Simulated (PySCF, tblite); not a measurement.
# C₇H₁₁P: geometry, infrared bands and NMR shifts

What infrared bands and NMR shifts should C₇H₁₁P (`CC(C)c1cc[pH]c1`) show?

Programs: tblite 0.8.0 and PySCF 2.14.0, with density-fitted response routines of our own. Each step states its level of theory. These are calculated values for one molecule in the gas phase, unless marked as measured. Atoms count from 0, in the outputs and in this text.

**1. The molecule as given**

19 atoms, charge 0, multiplicity 1; geometry from: force field or distance geometry start.

Bonds of the start (Å): C0–C1 1.53, C1–C2 1.51, C1–C3 1.52, C3–C4 1.44, C4–C5 1.34, C5–P6 1.87, P6–C7 1.87, C7–C3 1.36, C0–H8 1.10, C0–H9 1.09, C0–H10 1.09, C1–H11 1.11, C2–H12 1.10, C2–H13 1.10, C2–H14 1.11, C4–H15 1.08, C5–H16 1.08, P6–H17 1.42, C7–H18 1.09.

**2. Geometry optimisation with GFN2-xTB**

What the job is given:

```
{"job": {"kind": "relax", "xc": "GFN2-xTB", "basis": "xTB"}, "charge": 0, "multiplicity": 1}
C     -1.386900    -1.269700    -0.781700
C     -1.061200    -0.234900     0.292500
C     -1.839400     1.049900     0.095800
C      0.429300     0.025300     0.382800
C      1.170400     0.578700    -0.716800
C      2.481500     0.756500    -0.534500
P      2.964000     0.220800     1.186500
C      1.181600    -0.246900     1.482900
H     -2.458100    -1.514700    -0.755200
H     -1.168500    -0.895100    -1.780100
H     -0.840600    -2.199100    -0.629600
H     -1.394500    -0.667900     1.260500
H     -1.621400     1.788800     0.882200
H     -1.629200     1.510800    -0.881700
H     -2.928400     0.863200     0.135400
H      0.680000     0.833400    -1.644700
H      3.161900     1.160900    -1.274300
H      3.460300    -1.073900     0.871300
H      0.789500    -0.676700     2.401100
```

Run with:

```console
OMP_NUM_THREADS=1 python probes_run.py task.json out
```

One launch serves the whole session: the jobs run in the order shown.

**Question.** This job is followed by: GFN2-xTB harmonic vibrations, gas phase; GIAO PBE0/pcSseg-1 NMR shielding, non-relativistic, gas phase. What will the session give for the following? strongest single infrared mode (GFN2-xTB); zero-point energy (GFN2-xTB); 13C shifts against TMS (PBE0/pcSseg-1, means over atoms taken as alike); 1H shifts against TMS (PBE0/pcSseg-1, means over atoms taken as alike); 31P shifts against H3PO4 (PBE0/pcSseg-1).

The runs gave:

| quantity | value |
| --- | --- |
| strongest single infrared mode (GFN2-xTB) | 2259 cm⁻¹, 116 km/mol |
| zero-point energy (GFN2-xTB) | 98.0 kcal/mol |
| 13C shifts against TMS (PBE0/pcSseg-1, means over atoms taken as alike) | 169.9, 145.1, 143.2, 131.8, 38.3, 25.1 ppm |
| 1H shifts against TMS (PBE0/pcSseg-1, means over atoms taken as alike) | 7.44, 7.04, 6.50, 5.02, 2.89, 1.24 ppm |
| 31P shifts against H3PO4 (PBE0/pcSseg-1) | -74.5 ppm |

In words: The optimisation took 31 steps and gained 0.172 eV; among the close pairs (by a distance rule), P6–C7 changed most, from 1.866 to 1.801 Å. No mode is imaginary among the 51: a minimum at this level. The strongest single mode, at 2259 cm⁻¹, moves mainly H17. Unscaled tight-binding wavenumbers are off by several per cent, some by more. Its intensities can rank the bands wrongly.
